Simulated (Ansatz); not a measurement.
# AlCo4: the cost of one run

Program: Ansatz 0.2.0. Level of theory: DFT PBE, scalar-relativistic, plane waves, PAW. These are calculated values, not measurements.

2 further runs of the same task are left out: 1 that didn't finish, 1 set aside as unsound or not needed.

**1. Starting point**

Symmetry: Cmmm, No. 65, orthorhombic system. The conventional cell has a = 5.824 Å, b = 6.310 Å, c = 3.733 Å, α = 90.00°, β = 90.00°, γ = 90.00°. Al (site symmetry mmm) is surrounded by 2 Co at 1.73 Å. Around Co (site symmetry 2mm) lie 1 Al at 1.73 Å. Co (site symmetry m2m) is surrounded by 2 Al at 2.21 Å and 1 Co at 2.38 Å.

Coordinates:

```
CELL_PARAMETERS angstrom
2.91190 -3.15484 0.00000
2.91190 3.15484 0.00000
0.00000 0.00000 3.73338
ATOMIC_POSITIONS crystal
Al 0.50000 0.50000 0.00000
Co 0.79754 0.79754 0.00000
Co 0.20246 0.20246 0.00000
Co 0.31137 0.68863 0.50000
Co 0.68863 0.31137 0.50000
```

Recipe of the guess: random cell by space group and Wyckoff sites (Cmmm, No. 65). Lengths come from tabulated atomic sizes and are only a guess.

**2. A first look at the guess**

The input, input.yaml:

```yaml
crystal:
  lattice:
    - [2.91190487, -3.15484419, 0.0]
    - [2.91190487, 3.15484419, 0.0]
    - [0.0, 0.0, 3.73338111]
  atoms:
    - { symbol: Al, position: [0.5, 0.5, 0.0] }
    - { symbol: Co, position: [0.7975382, 0.7975382, 0.0], spin: -3.0 }
    - { symbol: Co, position: [0.2024618, 0.2024618, 0.0], spin: -3.0 }
    - { symbol: Co, position: [0.31137445, 0.68862555, 0.5], spin: 3.0 }
    - { symbol: Co, position: [0.68862555, 0.31137445, 0.5], spin: 3.0 }
basis:
  ecutwfc: 420
kpoints:
  mp_grid: { grid: [4, 4, 6] }
hamiltonian:
  xc: pbe
scf:
  occupations: { method: gaussian, width: 0.1 }
  lower_state_search: "off"
output:
  forces: true
  stress: true
  eigenvalues: true
  populations: true
magnetization:
  spin_polarized: true
```

Launch:

```console
> ansatz run input.yaml --threads 4 --pin off --max-ram 8192MiB --backend cpu --events-out ev --progress --plain --runs-dir out
```

Q: Estimate wall time and peak memory on 4 threads of Intel Xeon Platinum 8259CL at 2.50GHz (Skylake/Cascade Lake), shared host.

About 36 s, with a peak of 0.93 GiB.
